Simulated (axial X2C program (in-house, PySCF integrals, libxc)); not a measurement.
**Linear BeCN⁻ at several levels**

Aim: the two bond lengths and stretching wavenumbers of linear BeCN⁻, with and without spin–orbit coupling, at PBE0, HF, BHandHLYP, MP2.

The runs use an in-house X2C program for linear molecules on PySCF integrals; all-electron X2C, two-component (2c) or spin-free, Be dyall-v3z, C dyall-v3z, N dyall-av3z.

All values are calculated.

2 further runs of the same task are left out: 2 set aside as unsound or not needed.

### Step 1. The job

task.json

```json
{
 "zs": [
  4,
  6,
  7
 ],
 "q": -1,
 "bas": [
  "dyall-v3z",
  "dyall-v3z",
  "dyall-av3z"
 ],
 "r0": [
  1.72,
  1.16
 ],
 "symm": 0,
 "scan": [
  "PBE0",
  "HF",
  "BHandHLYP"
 ],
 "levels": [
  "PBE0",
  "HF",
  "B3LYP"
 ],
 "nst": 2
}
```

Keys: zs atomic numbers; q charge; bas basis sets; r0 starting distance in Å; symm equal bonds; scan levels of the two-bond scan (MP2 follows by itself at each HF point); levels methods; nst determinants followed.

Run with:

```sh
python solin.py task.json out
```

Masses Be 9.012, C 12.000, N 14.003 u.

### Step 2. Scan at PBE0, 2c

State: Ω = 0 (all partner blocks equally filled). Energies above the lowest point, from the job's result record:

```csv
r(Be–C) (Å),r(C–N) (Å),E (meV)
1.7530,1.1310,54.65
1.7530,1.1600,8.12
1.7530,1.1890,60.21
1.7980,1.1310,47.69
1.7980,1.1600,0.00
1.7980,1.1890,50.89
1.7980,1.2180,183.38
1.8429,1.1310,57.47
1.8429,1.1600,8.57
1.8429,1.1890,58.22
1.8879,1.1600,30.07
1.8879,1.2180,208.31
```

A quadratic surface with cubic terms in each bond gives the minimum at 1.796 and 1.159 Å, force constants 1.34, 18.9 and coupling -0.15 mdyn/Å.

### Step 3. Scan at HF, 2c

State: Ω = 0 (all partner blocks equally filled). Energies above the lowest point, from the job's result record:

```csv
r(Be–C) (Å),r(C–N) (Å),E (meV)
1.7530,1.1310,13.31
1.7530,1.1600,44.10
1.7530,1.1890,177.09
1.7980,1.1310,0.00
1.7980,1.1600,29.24
1.7980,1.1890,160.64
1.7980,1.2180,376.91
1.8429,1.1310,5.38
1.8429,1.1600,33.02
1.8429,1.1890,162.77
1.8879,1.1600,51.26
1.8879,1.2180,392.11
```

A quadratic surface with cubic terms in each bond gives the minimum at 1.807 and 1.138 Å, force constants 1.41, 22 and coupling -0.20 mdyn/Å.

### Step 4. Scan at BHandHLYP, 2c

State: Ω = 0 (all partner blocks equally filled). Energies above the lowest point, from the job's result record:

```csv
r(Be–C) (Å),r(C–N) (Å),E (meV)
1.7530,1.1310,7.94
1.7530,1.1600,4.70
1.7530,1.1890,100.06
1.7980,1.1310,4.50
1.7980,1.1600,0.00
1.7980,1.1890,94.06
1.7980,1.2180,269.63
1.8429,1.1310,17.91
1.8429,1.1600,12.09
1.8429,1.1890,104.79
1.8879,1.1600,37.12
1.8879,1.2180,301.11
```

A quadratic surface with cubic terms in each bond gives the minimum at 1.785 and 1.146 Å, force constants 1.42, 20.3 and coupling -0.17 mdyn/Å.

### Step 5. The levels side by side

| level | r(Be–C) (Å) | r(C–N) (Å) | lower stretch (cm⁻¹) | upper stretch (cm⁻¹) |
| --- | --- | --- | --- | --- |
| PBE0, 2c | 1.796 | 1.159 | 573.3 | 2263.9 |
| HF, 2c | 1.807 | 1.138 | 588.3 | 2437.9 |
| BHandHLYP, 2c | 1.785 | 1.146 | 590.2 | 2344.1 |
| MP2, 2c | 1.804 | 1.181 | 571.4 | 2067.1 |
| PBE0, spin-free | 1.795 | 1.159 | 573.5 | 2264.2 |
| HF, spin-free | 1.807 | 1.138 | 588.5 | 2438.2 |
| BHandHLYP, spin-free | 1.785 | 1.146 | 590.3 | 2344.3 |
| MP2, spin-free | 1.804 | 1.180 | 571.6 | 2067.4 |

Scans not shown above were run alike.

In words: Over the levels the Be–C bond spans 1.785 to 1.807 Å and the C–N bond 1.138 to 1.181 Å. At PBE0 spin–orbit coupling leaves both bonds unchanged to 0.001 Å. Each state is one determinant, the lowest of a limited PBE0 search; the stretches come from a fit to few points and are good to some per cent at best. MP2 freezes inner shells (threshold -2 hartree). For an anion the highest level of a functional can be positive, and the basis then holds the extra electron. The molecule was held linear; bending was not examined, so a bent shape may lie lower.
